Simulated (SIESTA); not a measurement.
An input for SIESTA 5.4.2 (LiRh):

The input LiRh.fdf:

```
SystemName                      LiRh
SystemLabel                     LiRh
NumberOfSpecies                 2
NumberOfAtoms                   2
%block ChemicalSpeciesLabel
  1  45 Rh
  2   3 Li
%endblock ChemicalSpeciesLabel

LatticeConstant                 1.0 Ang
%block LatticeVectors
     2.6164541679     0.0000000000     0.0000000000
    -1.3082270839     2.2659157772     0.0000000000
     0.0000000000     0.0000000000     4.2681296147
%endblock LatticeVectors
AtomicCoordinatesFormat         Fractional
%block AtomicCoordinatesAndAtomicSpecies
     0.6666666667     0.3333333333     0.0000000000  1  Rh
     0.0000000000     0.0000000000     0.5000000000  2  Li
%endblock AtomicCoordinatesAndAtomicSpecies

%block kgrid.MonkhorstPack
   11   0   0  0.0
    0  11   0  0.0
    0   0   6  0.0
%endblock kgrid.MonkhorstPack
%block XC.Mix
  2
  GGA LIBXC-00-GGA_X_RGE2 1.0 0.0
  GGA LIBXC-00-GGA_C_RGE2 0.0 1.0
%endblock XC.Mix
PAO.BasisSize                   DZP
PAO.EnergyShift                 0.002 Ry
Mesh.Cutoff                     800 Ry
OccupationFunction              FD
ElectronicTemperature           0.05 eV
MaxSCFIterations                120
SCF.MustConverge                false
SCF.Mixer.Method                Pulay
SCF.Mixer.Weight                0.25
SCF.Mixer.History               8
SCF.DM.Tolerance                5.0e-05
SCF.H.Tolerance                 1.0e-03 eV
WriteForces                     true
Charge.Mulliken                 end
```

Potentials or basis: PseudoDojo 0.4 standard (PBE files), DZP (energy shift 0.002 Ry).

Run with:

```console
$ siesta < LiRh.fdf > LiRh.out 2>&1
```

**Question.** How does this run end?

**Answer.** The run stopped without a result. It printed:

LiRh.out:

```text
Version         : 5.4.2

                           ***********************
                           *  WELCOME TO SIESTA  *
                           ***********************

 NOTE: Siesta V5 introduces some new defaults for basis-set generation
 NOTE: which might lead to slightly different numerical results.
 NOTE: Please see the manual for full details and compatibility measures.

[... 418 lines left out ...]
POLgen: Polarization orbital for state 2s
 POLARIZATION: Iteration to find the polarization
 orbital has failed !!!!!!!!!
 Please try with a Rc no bigger than    1.3221963614451213       Bohr
 ... or try the non-perturbative options (see manual)
Generation of polarization orbital failed
Stopping Program from Node:    0
Generation of polarization orbital failed
Stopping Program from Node:    0

Program received signal SIGABRT: Process abort signal.

Backtrace for this error:
```

Among its messages:

```text
xc_check: WARNING: Pseudopotential generated with GGA PBE functional
```
